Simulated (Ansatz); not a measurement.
**BAsH4 (SMILES B[AsH2]): functionals against CCSD(T) at one geometry**

The task here is to estimate one member of a computed series from the others.

Method: single points in def2-TZVPP; program: Ansatz 0.2.0, Gaussian basis.

Cores are frozen in the correlated methods. Filled d shells of the heavier atoms are correlated.

### Where the work starts

6 atoms, charge 0, spin multiplicity 1.

Atoms are counted from 1 here; the program's logs count them from 0.

Bond lengths: B1–As2 2.043 Å, B1–H3 1.224 Å, B1–H4 1.268 Å, As2–H5 1.564 Å, As2–H6 1.506 Å. Angles: As2–B1–H3 124.3°, As2–B1–H4 122.7°, H3–B1–H4 112.7°, B1–As2–H5 93.6°, B1–As2–H6 94.5°, H5–As2–H6 92.1°.

Geometry (Å):

```
B    -0.0411   -0.8856    0.1807
As    0.4971    1.0724    0.4093
H    -0.9576   -1.4237    0.7874
H     0.6299   -1.7030   -0.5186
H     0.7197    1.2926   -1.1229
H    -0.9143    1.5912    0.3362
```

Set-up of the first run:

Input file run/in.yaml:

```yaml
crystal:
  periodic: [false, false, false]
  atoms:
    - {symbol: B, position_ang: [-0.041100, -0.885600, 0.180700]}
    - {symbol: As, position_ang: [0.497100, 1.072400, 0.409300]}
    - {symbol: H, position_ang: [-0.957600, -1.423700, 0.787400]}
    - {symbol: H, position_ang: [0.629900, -1.703000, -0.518600]}
    - {symbol: H, position_ang: [0.719700, 1.292600, -1.122900]}
    - {symbol: H, position_ang: [-0.914300, 1.591200, 0.336200]}
basis:
  gaussian: {orbitals: def2-TZVPP}
correlation: {method: ccsd_t}
output: {forces: true}
```

No record of the launch command was kept for these runs.

Among the steps run: CCSD(T)/def2-TZVPP; PBE0-D4/def2-TZVPP; wB97M-V/def2-TZVPP; r2SCAN-D4/def2-TZVPP; PBE-D4/def2-TZVPP; HSE06-D4/def2-TZVPP; CAM-B3LYP-D4/def2-TZVPP.

One of the session's tables, all rows but one given; the rest of the session is left out.

| method | RMS force component (eV/Å) | angle to CCSD(T) forces (°) | dipole (D) |
| --- | --- | --- | --- |
| CCSD(T) | 0.622 | reference | 0.34 |
| PBE0-D4 | 0.597 | 5.5 | 0.34 |
| wB97M-V | 0.645 | 3.3 | 0.29 |
| r2SCAN-D4 | 0.602 | 4.9 | 0.36 |
| PBE-D4 | ? | ? | ? |
| HSE06-D4 | 0.596 | 5.5 | 0.34 |
| CAM-B3LYP-D4 | 0.650 | 3.4 | 0.31 |

Estimate the missing values for PBE-D4.

**Answer.** RMS force component (eV/Å): 0.525; angle to CCSD(T) forces (°): 14.2; dipole (D): 0.38. In the column «RMS force component (eV/Å)» it is the lowest.
